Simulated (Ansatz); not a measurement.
# AlGa3P4: the cost of one run

Program: Ansatz 0.2.0. Level of theory: DFT PBE, scalar-relativistic, plane waves, PAW. These are calculated values, not measurements.

## Step 1: The structure to begin with

Symmetry: I-42m, No. 121, tetragonal system. The conventional cell has a = 5.507 Å, b = 5.507 Å, c = 11.014 Å, α = 90.00°, β = 90.00°, γ = 90.00°. Al (site symmetry -42m) has 4 P at 2.38 Å in its first shell of neighbours. Ga (site symmetry -42m) is surrounded by 4 P at 2.39 Å. Ga (site symmetry -4) has 4 P at 2.39 Å in its first shell of neighbours. P (site symmetry m) has 1 Al at 2.38 Å and 3 Ga at 2.39 Å in its first shell of neighbours.

Coordinates:

```cif
data_structure
_symmetry_space_group_name_H-M 'I-42m'
_symmetry_Int_Tables_number 121
_cell_length_a 5.5073
_cell_length_b 5.5073
_cell_length_c 11.0142
_cell_angle_alpha 90.000
_cell_angle_beta 90.000
_cell_angle_gamma 90.000
_cell_volume 334.06
loop_
_atom_site_label
_atom_site_type_symbol
_atom_site_symmetry_multiplicity
_atom_site_Wyckoff_symbol
_atom_site_fract_x
_atom_site_fract_y
_atom_site_fract_z
_atom_site_occupancy
Al1 Al 2 b 0.50000 0.50000 0.00000 1
Ga1 Ga 2 a 0.00000 0.00000 0.00000 1
Ga2 Ga 4 d 0.50000 0.00000 0.25000 1
P1 P 8 i 0.75039 0.75039 0.37526 1
```

The start is the relaxed end of an invented cell (made as: elements ordered on the sites of the AlP type, Al/Ga on Al (I-42m, No. 121)), taken up again for a closer look.

## Step 2: The guess as it stands, on a coarse mesh

input.yaml reads:

```yaml
crystal:
  lattice:
    - [-2.7536302, 2.7536302, 5.5070794]
    - [2.7536302, -2.7536302, 5.5070794]
    - [2.7536302, 2.7536302, -5.5070794]
  atoms:
    - { symbol: Al, position: [0.5, 0.5, 0.0] }
    - { symbol: Ga, position: [0.0, 0.0, 0.0] }
    - { symbol: Ga, position: [0.25, 0.75, 0.5] }
    - { symbol: Ga, position: [0.75, 0.25, 0.5] }
    - { symbol: P, position: [0.125649, 0.125649, 0.500781] }
    - { symbol: P, position: [0.375132, 0.874351, 0.0] }
    - { symbol: P, position: [0.624868, 0.624868, 0.499219] }
    - { symbol: P, position: [0.874351, 0.375132, 0.0] }
basis:
  ecutwfc: 420
kpoints:
  mp_grid: { grid: [4, 4, 4] }
hamiltonian:
  xc: pbe
scf:
  occupations: { method: gaussian, width: 0.1 }
  lower_state_search: "off"
output:
  forces: true
  stress: true
  eigenvalues: true
```

Command:

```bash
ansatz run input.yaml --threads 4 --pin off --max-ram 8192MiB --backend cpu --events-out ev --progress --plain --runs-dir out
```

What time and memory should one allow on 4 threads of Arm Neoverse V1, shared host?

About 2.4 s, with a peak of 0.49 GiB.
